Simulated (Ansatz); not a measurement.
**CH₅BrOSi: a ladder of functionals and wavefunction methods**

One table from this session's results is given with a row withheld; the runs are named, their logs left out.

Computed with Ansatz 0.2.0, Gaussian basis. Level: functionals in def2-TZVPP, the program's frozen cores in correlated methods.

The runs, in order: LDA (SPW92), PBE-D4, revPBE-D4, BLYP-D4, r2SCAN-D4, B97M-V, PBE0-D4, B3LYP-D4, r2SCANh-D4, r2SCAN0-D4, HSE06-D4, BHLYP-D4, CAM-B3LYP-D4, LC-ωPBE, ωB97X-V, ωB97M-V, B2PLYP, PBE-QIDH; CCSD(T)/def2-SVP; CCSD(T)/def2-TZVPP; MP2/def2-QZVPP; extrapolation to the limit; RPA on PBE.

**The geometry**

The geometry comes from an earlier relaxation with PBE0-D4 in a triple-zeta def2 set; it is a stationary point, not always the lowest conformer.

SMILES `C[SiH](O)Br`, 9 atoms, charge 0, spin multiplicity 1.

Atoms are counted from 1 here; the program's logs count them from 0.

Bond lengths: C1–Si2 1.852 Å, C1–H5 1.092 Å, C1–H6 1.093 Å, C1–H7 1.092 Å, Si2–O3 1.637 Å, Si2–Br4 2.235 Å, Si2–H8 1.477 Å, O3–H9 0.958 Å. Angles: Si2–C1–H5 110.4°, Si2–C1–H6 110.0°, Si2–C1–H7 111.1°, H5–C1–H6 108.6°, H5–C1–H7 108.1°, H6–C1–H7 108.6°, C1–Si2–O3 113.4°, C1–Si2–Br4 107.6°, C1–Si2–H8 112.8°, O3–Si2–Br4 109.6°, O3–Si2–H8 105.6°, Br4–Si2–H8 107.6°, Si2–O3–H9 118.4°.

The first run:

Contents of in.yaml:

```yaml
crystal:
  periodic: [false, false, false]
  atoms:
    - {symbol: C, position_ang: [-0.516114, 1.011283, -0.365252]}
    - {symbol: Si, position_ang: [-0.062848, -0.654108, 0.307463]}
    - {symbol: O, position_ang: [1.369150, -0.668239, 1.099837]}
    - {symbol: Br, position_ang: [0.017011, -2.077661, -1.414097]}
    - {symbol: H, position_ang: [-1.493755, 0.972530, -0.850981]}
    - {symbol: H, position_ang: [-0.558482, 1.742921, 0.446106]}
    - {symbol: H, position_ang: [0.215104, 1.350733, -1.102468]}
    - {symbol: H, position_ang: [-1.054866, -1.172524, 1.270787]}
    - {symbol: H, position_ang: [2.173300, -0.551335, 0.591606]}
basis:
  gaussian: {orbitals: def2-TZVPP}
hamiltonian: {xc: lda}
output: {orbitals: {seedname: orbitals}}
```

On the command line:

```console
ansatz run in.yaml --threads 4 --pin off --events-out ev --progress --plain --max-ram 10444MiB
```

Steps of the session up to this table: LDA; PBE-D4 (GGA); revPBE-D4 (GGA); BLYP-D4 (GGA); r2SCAN-D4 (meta-GGA); B97M-V (meta-GGA); B3LYP-D4 (hybrid); r2SCANh-D4 (hybrid); r2SCAN0-D4 (hybrid); HSE06-D4 (hybrid); BHLYP-D4 (hybrid); CAM-B3LYP-D4 (range-separated); LC-ωPBE (range-separated); ωB97X-V (range-separated); ωB97M-V (range-separated); B2PLYP (double hybrid); PBE-QIDH (double hybrid).

One table of the session follows, with a row left open; its other results are not shown here.

It belongs to the step «Orbital energies across the functionals». 

| functional | HOMO (eV) | LUMO (eV) | gap (eV) |
| --- | --- | --- | --- |
| LDA (SPW92) | -7.07 | -0.56 | 6.50 |
| PBE-D4 | ? | ? | ? |
| revPBE-D4 | -6.89 | -0.27 | 6.62 |
| BLYP-D4 | -6.79 | -0.33 | 6.46 |
| r2SCAN-D4 | -7.27 | 0.18 | 7.45 |
| B97M-V | -7.36 | -0.09 | 7.27 |
| PBE0-D4 | -8.23 | 0.52 | 8.75 |
| B3LYP-D4 | -7.98 | 0.21 | 8.19 |
| r2SCANh-D4 | -7.74 | 0.46 | 8.21 |
| r2SCAN0-D4 | -8.45 | 0.87 | 9.32 |
| HSE06-D4 | -7.83 | 0.15 | 7.98 |
| BHLYP-D4 | -9.38 | 1.25 | 10.63 |
| CAM-B3LYP-D4 | -9.57 | 1.37 | 10.94 |
| LC-ωPBE | -10.95 | 2.67 | 13.63 |
| ωB97X-V | -10.60 | 2.48 | 13.07 |
| ωB97M-V | -10.45 | 2.07 | 12.51 |

**Question.** Estimate the row for PBE-D4.

**Answer.** HOMO (eV): -6.94; LUMO (eV): -0.36; gap (eV): 6.58. In the column «HOMO (eV)» it lies between LDA (SPW92) (-7.07) and revPBE-D4 (-6.89).
